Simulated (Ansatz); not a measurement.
# CH5Al2Cl: rigid scan of one bond length from a Python script

A script is to give a rigid scan of one bond length; the system is CH5Al2Cl. SMILES: [AlH2][CH2][AlH][Cl].

All numbers are computed with Ansatz 0.2.0, driven from Python. Level of theory: PBE/cc-pVDZ.

**1. The structure**

Bond lengths: Al1–C2 1.932 Å, C2–Al3 1.986 Å, Al3–Cl4 2.111 Å, Al1–H5 1.623 Å, Al1–H6 1.660 Å, C2–H7 1.139 Å, C2–H8 1.080 Å, Al3–H9 1.663 Å. Angles: Al1–C2–Al3 109.6°, Al1–C2–H7 108.5°, Al1–C2–H8 110.1°, Al3–C2–H7 109.9°, Al3–C2–H8 110.6°, H7–C2–H8 108.1°, C2–Al1–H5 122.6°, C2–Al1–H6 121.0°, H5–Al1–H6 116.3°, C2–Al3–Cl4 121.9°, C2–Al3–H9 119.6°, Cl4–Al3–H9 118.5°.

The script holds or builds the structure itself.

**2. The code**

Input file ch5al2cl_scan.py:

```python
"""Stretching a bond of CH5Al2Cl, the rest held rigid."""

import warnings

import ansatz as az
import matplotlib.pyplot as plt
import numpy as np

SETTINGS = {
    "basis_set": "cc-pVDZ",
    "functional": "pbe",
}

warnings.simplefilter("ignore", az.DeckWarning)

geometry_ang = [
    ("Al", (-0.216, 0.8827, -1.3375)),
    ("C", (0.5077, -0.6192, -0.3603)),
    ("Al", (0.0002, -0.4741, 1.5543)),
    ("Cl", (-2.0174, -0.4333, 2.1739)),
    ("H", (-0.0295, 1.0547, -2.9408)),
    ("H", (-1.1308, 2.0382, -0.5744)),
    ("H", (1.6422, -0.6056, -0.4635)),
    ("H", (0.1444, -1.5452, -0.7797)),
    ("H", (1.1877, -0.3445, 2.7111)),
]
geometry = az.Crystal.molecule()
for symbol, xyz in geometry_ang:
    geometry = geometry.atom(symbol, xyz)

symbols = [site.symbol for site in geometry.cartesian_sites]
start = np.array([site.position_ang for site in geometry.cartesian_sites])
axis = (start[0] - start[1]) / np.linalg.norm(start[0] - start[1])
moving = [0, 4, 5]
lengths, energies = [1.64, 1.78, 1.93, 2.13, 2.42, 2.9, 3.48, 4.25], []
for length in lengths:
    xyz = start.copy()
    xyz[moving] += (length - np.linalg.norm(start[0] - start[1])) * axis
    point = az.Crystal.molecule()
    for symbol, place in zip(symbols, xyz):
        point = point.atom(symbol, place.tolist())
    job = point.calculation()
    job = job.basis(gaussian=SETTINGS["basis_set"])
    job = job.functional(SETTINGS["functional"])
    data = job.run(threads=1, backend="cpu").report
    energies.append(data["free_energy_ev"])
    print(f"r = {length:6.3f} A  E = {energies[-1]:.5f} eV  <S^2> = {abs(data['mean_field']['state']['spin_squared']):.3f}")

print("energy above the lowest point (eV):", [round(e - min(energies), 3) for e in energies])
plt.figure(figsize=(4.5, 3))
plt.plot(lengths, np.array(energies) - min(energies), "o-")
plt.xlabel("bond length (A)")
plt.ylabel("E - E(min) (eV)")
plt.tight_layout()
plt.savefig("scan.png", dpi=100)
```

**3. What the engine is handed**

The engine receives this input (first run):

```yaml
crystal:
  periodic: [false, false, false]
  atoms:
    - { symbol: Al, position_ang: [-0.10647768135080947, 0.6554075164029028, -1.1896138458145793] }
    - { symbol: C, position_ang: [0.5077, -0.6192, -0.3603] }
    - { symbol: Al, position_ang: [0.0002, -0.4741, 1.5543] }
    - { symbol: Cl, position_ang: [-2.0174, -0.4333, 2.1739] }
    - { symbol: H, position_ang: [0.08002231864919053, 0.8274075164029028, -2.7929138458145792] }
    - { symbol: H, position_ang: [-1.0212776813508095, 1.8109075164029025, -0.4265138458145793] }
    - { symbol: H, position_ang: [1.6422, -0.6056, -0.4635] }
    - { symbol: H, position_ang: [0.1444, -1.5452, -0.7797] }
    - { symbol: H, position_ang: [1.1877, -0.3445, 2.7111] }
basis:
  gaussian:
    orbitals: cc-pVDZ
hamiltonian:
  xc: pbe
```

**4. Launch**

Run with:

```bash
$ python ch5al2cl_scan.py
```

**Question.** What results will this script give? Wanted: range of energy; lowest point, distance.

The runs gave:

| quantity | value |
| --- | --- |
| runs compared | 8 |
| range of energy | 3.792 eV |
| lowest point, distance (Å) | 1.93 |

The lowest point, at 1.93, lies inside the range. The ends stand 1.24 and 3.79 eV above it. The distance scanned is the script's pair 1, 0. Caveats:
- The rest of the molecule is held rigid at a force-field or estimated start geometry, and the basis set is modest; single-reference methods fail as a bond breaks.
- The orbitals are restricted, so S² is zero by construction.
- Toward dissociation an unrestricted state lies under the restricted one, by 1 to 2 eV or more.
